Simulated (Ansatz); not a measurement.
# PbO (P4/nmm): dielectric-dependent hybrid calculation

The task is a dielectric-dependent hybrid calculation, for PbO (P4/nmm).

Computed with the Python package of Ansatz 0.2.0. The levels of theory stand in the script.

### Step 1. Starting point

Symmetry: P4/nmm, No. 129, tetragonal system. Conventional cell: a = 3.990 Å, b = 3.990 Å, c = 5.010 Å, α = 90.00°, β = 90.00°, γ = 90.00°. Pb (site symmetry 4mm) has 4 O at 2.33 Å as nearest neighbours. O (site symmetry -4m2) is surrounded by 4 Pb at 2.33 Å.

The script holds or builds the structure itself.

### Step 2. The code

Input file ddh_pbo.py:

```python
"""Dielectric-dependent hybrid for PbO."""

import ansatz as az
import numpy as np
from pymatgen.core import Lattice, Structure
from pymatgen.io.ase import AseAtomsAdaptor


def count_gap(report):
    # lowest empty less highest filled band, counting bands; zero where they overlap
    return max(report.get("gap_by_band_count_ev") or 0.0, 0.0)


def main() -> None:
    pmg_structure = Structure(
        Lattice([[3.99, 0.0, 0.0], [0.0, 3.99, 0.0], [0.0, 0.0, 5.01]]),
        ["Pb", "Pb", "O", "O"],
        [
            [0.0, 0.5, 0.24],
            [0.5, 0.0, 0.76],
            [0.0, 0.0, 0.0],
            [0.5, 0.5, 0.0],
        ],
    )
    pbo = az.Crystal.from_ase(AseAtomsAdaptor.get_atoms(pmg_structure))

    calculation = (
        pbo.calculation()
        .kpoints(density=1.6)  # the mesh must be finer for metals
        .occupations("fixed")
        .band_table()  # levels at the mesh points
    )
    semilocal = calculation.functional("pbe").run().report
    hybrid = calculation.functional(exchange="pbe", correlation="pbe", exact_fraction="inverse_dielectric").run().report
    alpha = hybrid["hybrid"]["exact_exchange_fraction"]
    print(f"fraction of exact exchange {alpha:.4f}, so eps_inf = {1 / alpha:.2f} on this mesh")
    print(f"gap by band count: {count_gap(semilocal):.3f} eV semilocal, {count_gap(hybrid):.3f} eV hybrid")


if __name__ == "__main__":
    main()
```

### Step 3. The calls as engine input

The engine receives this input (first run):

```yaml
crystal:
  lattice:
    - [3.99, 0.0, 0.0]
    - [0.0, 3.99, 0.0]
    - [0.0, 0.0, 5.01]
  atoms:
    - { symbol: Pb, position: [0.0, 0.5, 0.24] }
    - { symbol: Pb, position: [0.5, 0.0, 0.76] }
    - { symbol: O, position: [0.0, 0.0, 0.0] }
    - { symbol: O, position: [0.5, 0.5, 0.0] }
kpoints:
  mp_grid:
    kspacing: 0.625
hamiltonian:
  xc: pbe
scf:
  occupations:
    method: fixed
output:
  eigenvalues: true
```

### Step 4. Launch

On the command line:

```console
python ddh_pbo.py
```

Log:

```text
DeckWarning: basis.ecutwfc = 420 eV, auto-derived from the records' recommended cutoffs: set by Pb (normal level)
fraction of exact exchange 0.1501, so eps_inf = 6.66 on this mesh
gap by band count: 2.065 eV semilocal, 2.947 eV hybrid
```

(Warnings from the package without file and line.)

Run time: 87 s. Hardware: 1 thread of Intel Xeon at 2.50GHz (Skylake/Cascade Lake), shared host; peak memory 0.95 GiB.

### Step 5. What changed from run to run

The engine's inputs for the other runs:

Run 2, against run 1:

```diff
@@ -15 +15,5 @@
-  xc: pbe
+  xc:
+    exchange: pbe
+    correlation: pbe
+    exx:
+      coeff: inverse_dielectric
```

### Step 6. Run by run

From the records of these 2 runs:

| run | functional | hamiltonian.xc.exchange | hamiltonian.xc.correlation | energy (eV/atom) | gap on the mesh (eV) | SCF cycles | CPU time (s) |
| --- | --- | --- | --- | --- | --- | --- | --- |
| 1 | pbe | not set | not set | -6236.7690 | 2.07 | 6 | 1.4 |
| 2 | not set | pbe | pbe | -6236.8523 | 2.95 | 11 | 78 |

Totals under unlike functionals or potentials can't be compared directly.

### Step 7. What came out

| quantity | value |
| --- | --- |
| runs compared | 2 |
| gap on the mesh | 2.07 (pbe) to 2.95 eV (the functional composed in the script) |

In words: The fraction is 0.1501, one over a dielectric constant of 6.66 on this mesh. It opens the gap from 2.065 to 2.947 eV, by 0.88 eV. A mesh with odd divisions misses the zone boundary, so a gap read on it is an upper bound on this functional's gap. The structure is a deposited one; the phase is the one named, whichever is stable at ambient conditions. Levels are Kohn-Sham eigenvalues on this mesh, without spin-orbit coupling. The dielectric constant and the gaps are those of a coarse mesh. Spin-orbit coupling is left out, which matters for heavy elements.
